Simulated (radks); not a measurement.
**Sb³⁻ held by a Watson sphere**

The task here is to estimate one member of a computed series from the others.

The numbers are computed with radks (a radial shooting solver on a logarithmic mesh, Libxc functionals) version 1 (scalar-relativistic Kohn-Sham, LDA (Slater exchange, VWN5 correlation), spin-polarised, spherical densities, finite nucleus), except any that are marked as measured or tabulated.

### The atom as given

| Property | Result |
| --- | --- |
| element | antimony (Z = 51) |
| charge | -3 |
| electrons | 54 |
| configuration | [Xe] |
| nuclear rms radius | 4.6802 fm |

The outer shells:

Sb³⁻
```
[Kr] core
4d [↑↓][↑↓][↑↓][↑↓][↑↓]
5s [↑↓]
5p [↑↓][↑↓][↑↓]
```

The first run:

The run's settings:

```text
Z 51
configuration [Xe]
relativity scalar-relativistic
functional lda,vwn5
spin polarised
nucleus finite rms 4.6802 fm
c 137.035999084
watson charge 3 radius 2.56 bohr
response adiabatic LDA kernel
```

Among the steps run: R = 2.56 bohr; R = 2.89 bohr; R = 2.91 bohr; R = 3.45 bohr; R = 4.11 bohr; R = 4.53 bohr; R = 4.58 bohr; R = 5.43 bohr.

One of the session's tables, all rows but one given; the rest of the session is left out.

```
R (bohr)  highest level (eV)  its <r> (bohr)  sum of <r²> (bohr²)  α (bohr³)
    2.56              -7.120           2.776                85.75      50.13
    2.89              -6.597           2.907                91.51      60.89
    2.91              -6.565           2.915                91.87      61.63
    3.45              -5.702           3.129                101.8      86.03
    4.11              -4.753           3.383                114.6      129.7
    4.53              -4.234           3.539                123.0      167.8
    4.58                   ?               ?                    ?          ?
    5.43              -3.343           3.861                142.4      285.3
```

Q: Estimate the row for R (bohr) = 4.58 from the others.

Worked estimate for «highest level (eV)». A straight line through the neighbours (4.53, -4.234) and (5.43, -3.343) gives -4.234 + (-3.343 + 4.234) × (4.58 − 4.53) / (5.43 − 4.53) = -4.184; a parabola fitted to 3 rows on both sides gives -4.177.

**Answer.** highest level (eV): -4.177; its <r> (bohr): 3.557; sum of <r²> (bohr²): 124.0; α (bohr³): 172.9. In «highest level (eV)» the line misses by -0.007 and the parabola by 0.000.

From R = 2.56 to 5.43 bohr the top level moves from -7.120 to -3.343 eV and its mean radius from 2.78 to 3.86 bohr. A wider sphere makes a shallower well, so the ion swells.
